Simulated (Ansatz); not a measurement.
# CH5OSb, SMILES C[O][SbH2]: an atomisation energy

Computed with the Ansatz DFT code, driven from Python.

`tae_ch5osb.py`:
```python
from collections import Counter

import ansatz as az
from ase import Atoms


def total_energy(molecule, charge=0, unpaired=0):
    calc = molecule.calculation().basis(gaussian="def2-SVP").functional("PBE")
    if charge:
        calc = calc.charge(charge)
    if unpaired:
        calc = calc.spin("collinear", total=unpaired)
    return calc.run().report["free_energy_ev"]

atoms = Atoms(["C", "O", "Sb", "H", "H", "H", "H", "H"], positions=[
    (-0.4167, 1.0539, -0.1401),
    (-0.6678, -0.1199, 0.5119),
    (0.3661, -1.5328, -0.5044),
    (-0.7639, 1.049, -1.2007),
    (0.6119, 1.3727, -0.1568),
    (-1.0361, 1.9077, 0.3719),
    (1.9152, -1.0644, 0.3272),
    (0.0834, -2.7233, 0.7352),
])
geometry = az.Crystal.molecule_from_ase(atoms)

unpaired = {"C": 2, "O": 2, "Sb": 3, "H": 1}
counts = Counter(site.symbol for site in geometry.cartesian_sites)
atom_energy = {s: total_energy(az.Crystal.molecule().atom(s, (0, 0, 0)), 0, unpaired[s]) for s in counts}
whole = total_energy(geometry, 0, 0)
for s, e in atom_energy.items():
    print(f"{s:2s} x{counts[s]}  {e:14.5f} eV")
print(f"CH5OSb: {whole:.5f} eV")
split = sum(counts[s] * e for s, e in atom_energy.items()) - whole
print(f"atomisation energy (no zero-point term): {split:.3f} eV, {split / sum(counts.values()):.3f} eV an atom")
```

`python tae_ch5osb.py` gives:
```text
C  x1     -1027.26350 eV
O  x1     -2038.53202 eV
Sb x1     -6536.22155 eV
H  x5       -13.56840 eV
CH5OSb: -9695.61069 eV
atomisation energy (no zero-point term): 25.752 eV, 3.219 eV an atom
```

25.752 eV from the electronic energies, without the zero-point term.

Total energies depend on the basis set; only differences at equal settings carry meaning. The geometry is a force-field or estimated start, not a minimum of this method, and the basis set is short of its limit. All parts are taken at fixed geometry, without zero-point energy. def2 sets replace the cores of elements past krypton by effective core potentials. This functional overbinds, so such energies come out a few per cent too high (LDA far more). The spin-orbit lowering of heavy atoms is left out. Finished in 1.9 s on 1 thread of AMD EPYC 9B14 (Zen 4), on a shared host, peak memory 0.19 GiB.
